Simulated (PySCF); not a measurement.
**[Ce(P5)H]+: forces at shaken geometries**

Aim: move all atoms of relaxed [Ce(P5)H]+ at random and read energies and forces. The species was built from a template and needn't be a known compound.

The runs use PySCF 2.14.0; B3LYP, Ce lcecp-1-SVP with ECP47, P def2-SVP, H def2-SVP; scalar-relativistic core potentials, no spin–orbit coupling.

3 further runs of the same task are left out: 2 for a known fault of the program, 1 that didn't finish. Runs told in other sessions of the task aren't counted.

### 1 Starting geometry

7 atoms, charge 1, spin multiplicity 1.

Bond lengths: Ce1–P2 3.204 Å, Ce1–P3 3.204 Å, Ce1–P4 3.204 Å, Ce1–P5 3.204 Å, Ce1–P6 3.204 Å, Ce1–H7 2.048 Å, P2–P3 2.149 Å, P2–P6 2.149 Å, P3–P4 2.149 Å, P4–P5 2.149 Å, P5–P6 2.149 Å. Angles: P2–Ce1–P3 39.2°, P2–Ce1–P4 65.7°, P2–Ce1–P5 65.7°, P2–Ce1–P6 39.2°, P2–Ce1–H7 145.2°, P3–Ce1–P4 39.2°, P3–Ce1–P5 65.7°, P3–Ce1–P6 65.7°, P3–Ce1–H7 145.2°, P4–Ce1–P5 39.2°, P4–Ce1–P6 65.7°, P4–Ce1–H7 145.2°, P5–Ce1–P6 39.2°, P5–Ce1–H7 145.2°, P6–Ce1–H7 145.2°, Ce1–P2–P3 70.4°, Ce1–P2–P6 70.4°, P3–P2–P6 108.0° and more.

Coordinates:

```
Ce    0.00000    0.00000   -1.45169
P     1.82794    0.00002    1.18023
P     0.56484    1.73848    1.18023
P    -1.47885    1.07442    1.18023
P    -1.47882   -1.07445    1.18023
P     0.56488   -1.73846    1.18023
H     0.00000    0.00000   -3.49953
```

Formal oxidation states: Ce +3. Each metal's 1 4f electrons lie in its core potential, so multiplicities, spins and levels count the valence alone. An earlier session relaxed this geometry at B3LYP, Ce lcecp-1-SVP with ECP47, P def2-SVP, H def2-SVP (singlet, point group C5v).

Its energy there is -1738.973592 Eh.

### 2 Atoms moved at random, σ = 0.15 Å

Input file run.py (the lines that set the calculation):

```python
mol = gto.M(atom='''
Ce    -0.03107     0.04719    -1.54018
P      1.67735     0.21577     1.07015
P      0.50868     1.75261     1.03198
P     -1.26713     0.99297     1.43956
P     -1.54679    -1.10222     0.95039
P      0.59622    -1.87111     1.39472
H      0.06273    -0.03520    -3.39673''',
    basis={'Ce': 'lcecp-1-SVP', 'P': 'def2-SVP', 'H': 'def2-SVP'},
    ecp={'Ce': 'lcecp-1-SVP'},
    charge=1, spin=0)
mf = dft.RKS(mol, xc='B3LYP')
mf.grids.atom_grid = (50, 194)  # f atoms: unpruned, at least (60, 302)
mf = mf.density_fit()  # fitting sets: Ce AutoAux, P def2-universal-JKFIT, H def2-universal-JKFIT
mf.conv_tol = 1e-08; mf.max_cycle = 55
mf.kernel(dm0)  # dm0: the density of the relaxed state
```

Started as:

```
OMP_NUM_THREADS=2 python run.py
```

### 3 Atoms moved at random, σ = 0.15 Å

Input file run.py (the lines that set the calculation):

```python
mol = gto.M(atom='''
Ce    -0.13339    -0.07841    -1.66008
P      1.78756     0.02270     1.39321
P      0.53241     1.63838     1.06202
P     -1.61840     1.07434     1.32431
P     -1.42491    -1.15839     1.30908
P      0.70278    -1.58428     1.32069
H      0.15395     0.08565    -3.79932''',
    basis={'Ce': 'lcecp-1-SVP', 'P': 'def2-SVP', 'H': 'def2-SVP'},
    ecp={'Ce': 'lcecp-1-SVP'},
    charge=1, spin=0)
mf = dft.RKS(mol, xc='B3LYP')
mf.grids.atom_grid = (50, 194)  # f atoms: unpruned, at least (60, 302)
mf = mf.density_fit()  # fitting sets: Ce AutoAux, P def2-universal-JKFIT, H def2-universal-JKFIT
mf.conv_tol = 1e-08; mf.max_cycle = 55
mf.kernel(dm0)  # dm0: the density of the relaxed state
```

### 4 Atoms moved at random, σ = 0.1 Å

Input file run.py (the lines that set the calculation):

```python
mol = gto.M(atom='''
Ce    -0.02537     0.11276    -1.36023
P      1.88312    -0.04057     1.22929
P      0.66810     1.75951     1.09863
P     -1.42927     0.94057     1.16524
P     -1.52961    -0.99958     1.11525
P      0.66205    -1.74334     1.10822
H     -0.22902    -0.02936    -3.40649''',
    basis={'Ce': 'lcecp-1-SVP', 'P': 'def2-SVP', 'H': 'def2-SVP'},
    ecp={'Ce': 'lcecp-1-SVP'},
    charge=1, spin=0)
mf = dft.RKS(mol, xc='B3LYP')
mf.grids.atom_grid = (50, 194)  # f atoms: unpruned, at least (60, 302)
mf = mf.density_fit()  # fitting sets: Ce AutoAux, P def2-universal-JKFIT, H def2-universal-JKFIT
mf.conv_tol = 1e-08; mf.max_cycle = 55
mf.kernel(dm0)  # dm0: the density of the relaxed state
```

**Question.** What will these runs give? Wanted: for each run, σ; energy rise; harmonic estimate −½ F·u; largest force component.

**Answer**, as computed:

| σ (Å) | energy rise (eV) | harmonic estimate −½ F·u (eV) | largest force component (eV/Å) |
| --- | --- | --- | --- |
| 0.15 | 2.165 | 2.158 | 5.44 |
| 0.15 | 1.107 | 1.118 | 4.07 |
| 0.1 | 0.584 | 0.629 | 4.26 |

Every displacement raises the energy. For a harmonic well the rise equals −½ F·u; the two differ by at most 8 % here (a move with σ = 0.1 Å), from anharmonicity, the grid and the small forces left at the relaxed point. The largest moves cost over 1 eV, far outside the harmonic range, so agreement there can come from errors that cancel between squeezed and stretched bonds. These are double-zeta-type bases without diffuse functions. Spin–orbit coupling is left out. The core potential fixes the 4f count, so no charge can pass from the ligands into that shell.
